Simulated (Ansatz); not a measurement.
**C₃H₈CdO₂: a ladder of functionals and wavefunction methods**

How much do the methods differ for C₃H₈CdO₂? The plan is to run it at one geometry with functionals of several rungs and with coupled cluster, and see how far each lands from CCSD(T) at the basis-set limit for the atomisation energy.

Computed with Ansatz 0.2.0, Gaussian basis. Level: functionals in def2-TZVPP, the program's frozen cores in correlated methods.

The runs, in order: LDA (SPW92), PBE-D4, revPBE-D4, BLYP-D4, r2SCAN-D4, B97M-V, PBE0-D4, B3LYP-D4, r2SCANh-D4, r2SCAN0-D4, HSE06-D4, BHLYP-D4, CAM-B3LYP-D4, LC-ωPBE, ωB97X-V, ωB97M-V, B2PLYP, PBE-QIDH; CCSD(T)/def2-SVP; CCSD(T)/def2-TZVPP; MP2/def2-QZVPP; extrapolation to the limit; RPA on PBE.

1 further run of the same task is left out (for a known fault of the program).

### Step 1. Structure used throughout

The geometry comes from an earlier relaxation with PBE0-D4 in a triple-zeta def2 set; it is a stationary point, not always the lowest conformer. Cd takes the def2 core potential; no spin-orbit term is included.

SMILES `CC(C)[O][Cd][OH]`, 14 atoms, charge 0, spin multiplicity 1.

Atoms are counted from 1 here; the program's logs count them from 0.

Bond lengths: C1–C2 1.518 Å, C1–H7 1.093 Å, C1–H8 1.091 Å, C1–H9 1.093 Å, C2–C3 1.520 Å, C2–O4 1.405 Å, C2–H10 1.103 Å, C3–H11 1.093 Å, C3–H12 1.098 Å, C3–H13 1.094 Å, O4–Cd5 1.962 Å, Cd5–O6 1.960 Å, O6–H14 0.960 Å. Angles: C2–C1–H7 110.0°, C2–C1–H8 110.0°, C2–C1–H9 111.2°, H7–C1–H8 108.2°, H7–C1–H9 108.7°, H8–C1–H9 108.6°, C1–C2–C3 111.2°, C1–C2–O4 107.3°, C1–C2–H10 108.0°, C3–C2–O4 112.5°, C3–C2–H10 107.9°, O4–C2–H10 110.0°, C2–C3–H11 111.8°, C2–C3–H12 111.0°, C2–C3–H13 110.1°, H11–C3–H12 107.1°, H11–C3–H13 108.4°, H12–C3–H13 108.5° and more.

Geometry (Å):

```xyz
14
charge 0, multiplicity 1
C    -1.7495    0.0540    1.1564
C    -0.5685   -0.4124    0.3240
C     0.7486   -0.0916    1.0113
O    -0.6785    0.1978   -0.9364
Cd    0.8081    0.2027   -2.2176
O     2.1474    0.1840   -3.6486
H    -1.6968    1.1354    1.3076
H    -2.6834   -0.1729    0.6402
H    -1.7623   -0.4368    2.1332
H    -0.6376   -1.5086    0.2190
H     0.8087   -0.5453    2.0041
H     1.5980   -0.4740    0.4306
H     0.8620    0.9913    1.1191
H     2.8039    0.8763   -3.5429
```

### Step 2. LDA

This LDA is Slater exchange with PW92 correlation.

Contents of in.yaml:

```yaml
crystal:
  periodic: [false, false, false]
  atoms:
    - {symbol: C, position_ang: [-1.749473, 0.053982, 1.156436]}
    - {symbol: C, position_ang: [-0.568536, -0.412354, 0.323984]}
    - {symbol: C, position_ang: [0.748629, -0.091579, 1.011338]}
    - {symbol: O, position_ang: [-0.678513, 0.197837, -0.936447]}
    - {symbol: Cd, position_ang: [0.808063, 0.202703, -2.217619]}
    - {symbol: O, position_ang: [2.147417, 0.183952, -3.648599]}
    - {symbol: H, position_ang: [-1.696803, 1.135414, 1.307585]}
    - {symbol: H, position_ang: [-2.683441, -0.172871, 0.640198]}
    - {symbol: H, position_ang: [-1.762292, -0.436789, 2.133194]}
    - {symbol: H, position_ang: [-0.637623, -1.508596, 0.218997]}
    - {symbol: H, position_ang: [0.808695, -0.545293, 2.004097]}
    - {symbol: H, position_ang: [1.597998, -0.473997, 0.430610]}
    - {symbol: H, position_ang: [0.861952, 0.991254, 1.119145]}
    - {symbol: H, position_ang: [2.803925, 0.876337, -3.542918]}
basis:
  gaussian: {orbitals: def2-TZVPP}
hamiltonian: {xc: lda}
output: {orbitals: {seedname: orbitals}}
```

Run with:

```console
> ansatz run in.yaml --threads 2 --pin off --events-out ev --progress --plain --max-ram 20480MiB --backend cuda --devices 0, --max-vram 18GiB
```

The runs that follow: PBE-D4 (GGA); revPBE-D4 (GGA); BLYP-D4 (GGA); r2SCAN-D4 (meta-GGA); B97M-V (meta-GGA); PBE0-D4 (hybrid); B3LYP-D4 (hybrid); r2SCANh-D4 (hybrid); r2SCAN0-D4 (hybrid); HSE06-D4 (hybrid); BHLYP-D4 (hybrid); CAM-B3LYP-D4 (range-separated); LC-ωPBE (range-separated); ωB97X-V (range-separated); ωB97M-V (range-separated); B2PLYP (double hybrid); PBE-QIDH (double hybrid); CCSD(T) in def2-SVP; CCSD(T) in def2-TZVPP; MP2 in def2-QZVPP; RPA on PBE orbitals.

Q: Predict the results of all the runs planned. Wanted: atomisation energy, CCSD(T)/CBS; farthest beyond LDA; mean size of error, GGA; mean size of error, meta-GGA; mean size of error, hybrid; mean size of error, range-separated; mean size of error, double hybrid; gap, smallest and largest; T1 diagnostic.

As calculated:

| quantity | value |
| --- | --- |
| atomisation energy, CCSD(T)/CBS | 5051.8 kJ/mol |
| functionals within 25.3 kJ/mol (0.5 %) | r2SCAN-D4, B97M-V, PBE0-D4, HSE06-D4, CAM-B3LYP-D4, LC-ωPBE, ωB97X-V, ωB97M-V |
| farthest beyond LDA | BHLYP-D4 (-199.6 kJ/mol) |
| mean size of error, GGA | 54.8 kJ/mol |
| mean size of error, meta-GGA | 16.6 kJ/mol |
| mean size of error, hybrid | 58.8 kJ/mol |
| mean size of error, range-separated | 9.4 kJ/mol |
| mean size of error, double hybrid | 60.2 kJ/mol |
| gap, smallest and largest | 3.53 eV (LDA (SPW92)), 10.84 eV (LC-ωPBE) |
| T1 diagnostic | 0.0159 |
| triples share of the correlation energy | 3.4 % |

LDA overbinds by 777.6 kJ/mol (15 %). PBE-D4 misses by +100.4 kJ/mol. Double hybrids carry the basis error of their MP2 part in triple zeta, and no dispersion term here, so their miss is partly the set-up's. The rungs range-separated, meta-GGA miss on average by less than the doubt on the reference (25.3 kJ/mol), so they tie. The reference freezes the cores and leaves out spin-orbit coupling and excitations past (T), so misses under about 25.3 kJ/mol can't be ranked. All levels share the lack of spin-orbit coupling, which lowers the free heavy atoms and so the true binding. Hartree-Fock recovers 71 % of the binding; the rest is correlation. CCSD(T) in def2-SVP is off by -256.3 kJ/mol, worse than the median functional, from the basis alone. Orbital gaps span 3.5 to 10.8 eV; exact exchange widens them. Correlated methods include outer-core shells of Cd, which these sets cover unevenly.
